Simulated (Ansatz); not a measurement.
This was printed by a script on Ansatz 0.2.0 through its Python package, for a ladder of methods at one geometry of H7SbSi2, SMILES [SiH3][SiH2][SbH2]. What did the script look like? Use (for the species named): MP2, def2-SVP basis, multiplicity 1. The script varies method: mp2, ccsd, ccsd_t.

```csv
atom,x (Å),y (Å),z (Å)
Si,-1.4720,0.6322,-0.5530
Si,0.2844,-0.6305,-0.4617
Sb,2.0258,0.5231,0.8992
H,-2.4865,0.0207,-1.3652
H,-1.1597,1.9499,-1.2110
H,-2.0217,0.9380,0.7944
H,-0.0406,-1.9048,0.1746
H,0.8366,-0.8545,-1.8248
H,1.1553,0.2539,2.4366
H,2.9613,-0.9793,1.1138
```

```console
$ python methods_h7sbsi2.py
INFO:ansatz_job:Hartree-Fock reference -820.974366 Ha
INFO:ansatz_job:mp2      total -821.306982 Ha  correlation   -9.0509 eV  (81.4 % of the last)
INFO:ansatz_job:ccsd     total -821.371378 Ha  correlation  -10.8032 eV  (97.2 % of the last)
INFO:ansatz_job:ccsd_t   total -821.382746 Ha  correlation  -11.1126 eV  (100.0 % of the last)
```

One script that gives this output:

`methods_h7sbsi2.py`
```python
# -*- coding: utf-8 -*-
"""One geometry of H7SbSi2, method by method."""

import logging
import sys

import ansatz as az

logging.basicConfig(stream=sys.stdout, format="%(levelname)s:%(name)s:%(message)s")
log = logging.getLogger("ansatz_job")
log.setLevel(logging.INFO)

geometry_ang = [
    ("Si", (-1.472, 0.6322, -0.553)),
    ("Si", (0.2844, -0.6305, -0.4617)),
    ("Sb", (2.0258, 0.5231, 0.8992)),
    ("H", (-2.4865, 0.0207, -1.3652)),
    ("H", (-1.1597, 1.9499, -1.211)),
    ("H", (-2.0217, 0.938, 0.7944)),
    ("H", (-0.0406, -1.9048, 0.1746)),
    ("H", (0.8366, -0.8545, -1.8248)),
    ("H", (1.1553, 0.2539, 2.4366)),
    ("H", (2.9613, -0.9793, 1.1138)),
]
geometry = az.Crystal.molecule()
for symbol, xyz in geometry_ang:
    geometry = geometry.atom(symbol, xyz)

model = geometry.calculation().basis(gaussian="def2-SVP")

methods = ["mp2", "ccsd", "ccsd_t"]
reports = [model.correlation(m).run(threads=1, pin="off").report for m in methods]
log.info(f"Hartree-Fock reference {reports[0]['reference_energy_ev'] / 27.211386246:.6f} Ha")
best = reports[-1]["free_energy_ev"] - reports[-1]["reference_energy_ev"]
for method, each in zip(methods, reports):
    gained = each["free_energy_ev"] - each["reference_energy_ev"]
    log.info(f"{method:8s} total {each['free_energy_ev'] / 27.211386246:.6f} Ha  correlation {gained:9.4f} eV  ({100 * gained / best:.1f} % of the last)")
```

What to keep in mind:
- Total energies depend on the basis set; only differences at equal settings carry meaning.
- The geometry is a force-field or estimated start, not a minimum of this method, and the basis set is short of its limit. A lower total doesn't mark the better method: functionals have no common bound, and MP2 and coupled cluster aren't variational.
- def2 sets replace the cores of elements past krypton by effective core potentials.
- Inner cores stay frozen; a filled d shell under the valence of the heavier atoms is correlated with it.
- Finished in 22 s on 1 thread of Arm Neoverse V1, on a shared host, peak memory 0.43 GiB.

(A comment or docstring line of the script was reworded after the run, the code is as it ran; lines on the test bed's own set-up are left out of the output.)
